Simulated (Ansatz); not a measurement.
# GeOF (sextet): from Hartree-Fock to the top rungs, cc-pVDZ

The task here is to estimate one member of a computed series from the others.

Computed with Ansatz 0.2.0, Gaussian basis. Level: cc-pVDZ, core rule «outside noble gas», up to 16 orbitals frozen.

To be run: UHF; CCSD(T) on ROHF; CCSD(T) on UHF; BCCD(T) on ROHF; CISD; CCSDT(Q) on ROHF; CCSDT(Q) on UHF.

35 further runs of the same task are left out: 6 for a known fault of the program, 14 that didn't finish, 15 set aside as unsound or not needed.

**The system**

The geometry is a PBE0/def2-TZVP stationary point (not a proven minimum) of the parent state, kept for this charge and spin. No spin-orbit coupling is included. The filled d shell of Ge may be among the frozen orbitals whatever the setting's name suggests; the logs give the count.

3 atoms, charge 0, spin multiplicity 6.

Atoms are counted from 1 here; the program's logs count them from 0.

Bond lengths: F1–Ge2 1.744 Å, Ge2–O3 1.873 Å. Angles: F1–Ge2–O3 115.2°.

Set-up of the first run:

in.yaml reads:

```yaml
crystal:
  periodic: [false, false, false]
  atoms:
    - {symbol: F, position_ang: [0.000000, -0.645985, 1.436381]}
    - {symbol: Ge, position_ang: [0.000000, 0.314554, -0.019243]}
    - {symbol: O, position_ang: [0.000000, -0.661055, -1.618255]}
basis:
  gaussian: {orbitals: cc-pVDZ}
magnetization: {spin_polarized: true, initial_magnetization: 5}
hamiltonian: {xc: hf}
output: {orbitals: {seedname: orbitals}}
```

Command:

```
$ ansatz run in.yaml --threads 1 --pin off --events-out ev --progress --plain --max-ram 2393MiB
```

Steps of the session up to this table: UHF; CCSD(T) on ROHF; CCSD(T) on UHF; BCCD(T) on ROHF; CISD; CCSDT(Q) on ROHF; CCSDT(Q) on UHF.

One of the session's tables, all rows but one given; the rest of the session is left out.

```
   method  from RCCSDT(Q) (kJ/mol)
     ROHF                   +986.0
      UHF                   +960.1
     RMP2                    +80.8
     UMP2                        ?
    RCCSD                    +21.6
    UCCSD                    +19.3
 RCCSD(T)                     +4.2
 UCCSD(T)                     +2.4
  BCCD(T)                     +4.0
   RCCSDT                     +1.5
   UCCSDT                     -0.3
RCCSDT(Q)                        0
UCCSDT(Q)                     -2.3
```

Estimate the missing values for UMP2.

**Answer.** from RCCSDT(Q) (kJ/mol): +80.4. In the column «from RCCSDT(Q) (kJ/mol)» it lies between RCCSD (+21.6) and RMP2 (+80.8).

Not comparable, so not listed: CISD (they don't share determinant, frozen orbitals or solution with the rows shown, or repeat one).

Limits of these values: Restricted and unrestricted rows rest on different reference determinants; where their highest levels disagree by more than a few hundredths of an eV, they describe different states and don't form one ladder.
